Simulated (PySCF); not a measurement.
# C3H12GeSSi: the cost of one run

Computed with PySCF 2.14.0, with density-fitted response routines of our own, on a single molecule in the gas phase. Atoms count from 0, in the outputs and in this text.

## Step 1: The starting structure

18 atoms, charge 0, multiplicity 1; geometry from: GFN2-xTB.

Bonds of the start (Å): C0–C1 1.53, C1–Si2 1.91, C1–Ge3 2.00, C1–C4 1.52, C4–S5 1.84, C0–H6 1.09, C0–H7 1.09, C0–H8 1.09, Si2–H9 1.46, Si2–H10 1.46, Si2–H11 1.46, Ge3–H12 1.50, Ge3–H13 1.50, Ge3–H14 1.50, C4–H15 1.09, C4–H16 1.09, S5–H17 1.33.

## Step 2: Excited states and response: PBE0/def2-SVPD

The job: settings as JSON, then the geometry in Å.

```
{"job": {"kind": "uv", "xc": "PBE0", "basis": "def2-SVPD", "nstates": 8, "ntriplets": 3}, "charge": 0, "multiplicity": 1}
C      0.409396    -1.497333     0.614990
C     -0.078836    -0.120494     0.176121
Si    -1.898683     0.139178     0.707551
Ge     0.030247    -0.015680    -1.815924
C      0.771744     0.960418     0.815475
S      2.513745     0.968058     0.238344
H      0.298152    -1.630151     1.691652
H     -0.152090    -2.284830     0.112616
H      1.465365    -1.622446     0.368040
H     -2.717421    -0.914645     0.110526
H     -2.343674     1.458041     0.251180
H     -1.958962     0.069388     2.168992
H     -0.124187     1.396740    -2.306393
H      1.321232    -0.547588    -2.359604
H     -1.067612    -0.815960    -2.446089
H      0.841745     0.813118     1.895294
H      0.376944     1.958310     0.624812
H      2.304137     1.692195    -0.859239
```

With the program's defaults for keys left out, this is: TDDFT PBE0/def2-SVPD, vertical, gas phase, core orbitals frozen in the response.

On the command line:

```console
OMP_NUM_THREADS=1 python probes_run.py task.json out
```

This one command runs all jobs of the session in turn.

Q: Estimate the wall time and peak memory of this job on 1 thread of Arm Neoverse N1, shared host.

About 1.8 min, with a peak of 1.1 GiB.
